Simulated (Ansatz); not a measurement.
# C2H5BO: taking an electron away

One table from this session's results is given with a row withheld; the runs are named, their logs left out.

Program: Ansatz 0.2.0, Gaussian basis. Level of theory: unrestricted cation, the program's frozen cores in correlated methods. These are calculated values, not measurements.

Plan: UKS PBE-D4/def2-TZVPP; UKS r2SCAN-D4/def2-TZVPP; UKS PBE0-D4/def2-TZVPP; UKS B3LYP-D4/def2-TZVPP; UKS wB97X-V/def2-TZVPP; UKS wB97M-V/def2-TZVPP; UKS B2PLYP/def2-TZVPP; UHF-CCSD(T)/def2-TZVPP; UHF-MP2/def2-QZVPP; extrapolation to the limit; then −ε(HOMO) from the neutral's earlier runs with LDA (SPW92), PBE-D4, revPBE-D4, BLYP-D4, r2SCAN-D4, B97M-V, PBE0-D4, B3LYP-D4, r2SCANh-D4, r2SCAN0-D4, HSE06-D4, BHLYP-D4, CAM-B3LYP-D4, LC-ωPBE, ωB97X-V, ωB97M-V.

**Structure used throughout**

An earlier PBE0-D4 in a triple-zeta def2 set relaxation fixed the geometry.

SMILES `BOC=C`, 9 atoms, charge 0, spin multiplicity 1.

Atoms are counted from 1 here; the program's logs count them from 0.

Bond lengths: B1–O2 1.350 Å, B1–H5 1.193 Å, B1–H6 1.201 Å, O2–C3 1.366 Å, C3–C4 1.321 Å, C3–H7 1.087 Å, C4–H8 1.081 Å, C4–H9 1.083 Å. Angles: O2–B1–H5 116.7°, O2–B1–H6 119.8°, H5–B1–H6 123.6°, B1–O2–C3 122.1°, O2–C3–C4 121.5°, O2–C3–H7 114.8°, C4–C3–H7 123.7°, C3–C4–H8 119.7°, C3–C4–H9 121.3°, H8–C4–H9 119.0°.

Set-up of the first run:

Contents of in.yaml:

```yaml
crystal:
  periodic: [false, false, false]
  atoms:
    - {symbol: B, position_ang: [-0.224530, 1.789153, -0.266952]}
    - {symbol: O, position_ang: [0.096156, 0.521867, -0.603838]}
    - {symbol: C, position_ang: [0.011683, -0.509917, 0.286927]}
    - {symbol: C, position_ang: [0.329567, -1.745116, -0.055362]}
    - {symbol: H, position_ang: [-0.114890, 2.614692, -1.121877]}
    - {symbol: H, position_ang: [-0.597482, 2.033617, 0.847723]}
    - {symbol: H, position_ang: [-0.332702, -0.228661, 1.279174]}
    - {symbol: H, position_ang: [0.251826, -2.540031, 0.672901]}
    - {symbol: H, position_ang: [0.668874, -1.981805, -1.055797]}
basis:
  gaussian: {orbitals: def2-TZVPP}
total_charge: 1
magnetization: {spin_polarized: true, initial_magnetization: 1}
hamiltonian: {xc: pbe, dispersion: d4}
```

Among the steps run: Cation, UKS PBE-D4/def2-TZVPP; Cation, UKS r2SCAN-D4/def2-TZVPP; Cation, UKS PBE0-D4/def2-TZVPP; Cation, UKS B3LYP-D4/def2-TZVPP; Cation, UKS wB97X-V/def2-TZVPP; Cation, UKS wB97M-V/def2-TZVPP; Cation, UKS B2PLYP (frozen core)/def2-TZVPP; Cation, UHF-CCSD(T)/def2-TZVPP; Cation, UHF-MP2/def2-QZVPP.

One table of the session follows, with a row left open; its other results are not shown here.

For comparison, −ε(HOMO) of the neutral from earlier runs:

```
  functional  −ε(HOMO) (eV)
 LDA (SPW92)           6.64
      PBE-D4           6.43
   revPBE-D4           6.35
     BLYP-D4           6.26
   r2SCAN-D4           6.57
      B97M-V           6.59
     PBE0-D4           7.51
    B3LYP-D4              ?
  r2SCANh-D4           6.99
  r2SCAN0-D4           7.62
    HSE06-D4           7.11
    BHLYP-D4           8.45
CAM-B3LYP-D4           8.84
     LC-ωPBE          10.24
     ωB97X-V           9.82
     ωB97M-V           9.75
```

**Question.** Estimate the row for B3LYP-D4.

Worked estimate for «−ε(HOMO) (eV)». Against the share of exact exchange, BLYP-D4 (0, 6.26), BHLYP-D4 (0.5, 8.45) give a slope of 4.38 per unit share; at 0.2 the line stands at 7.14.

As computed: −ε(HOMO) (eV): 7.29. In «−ε(HOMO) (eV)» the line misses by -0.15.

Caveats from the session: The cation may have settled in a state other than its lowest; no search over hole states beyond the program's own was made.
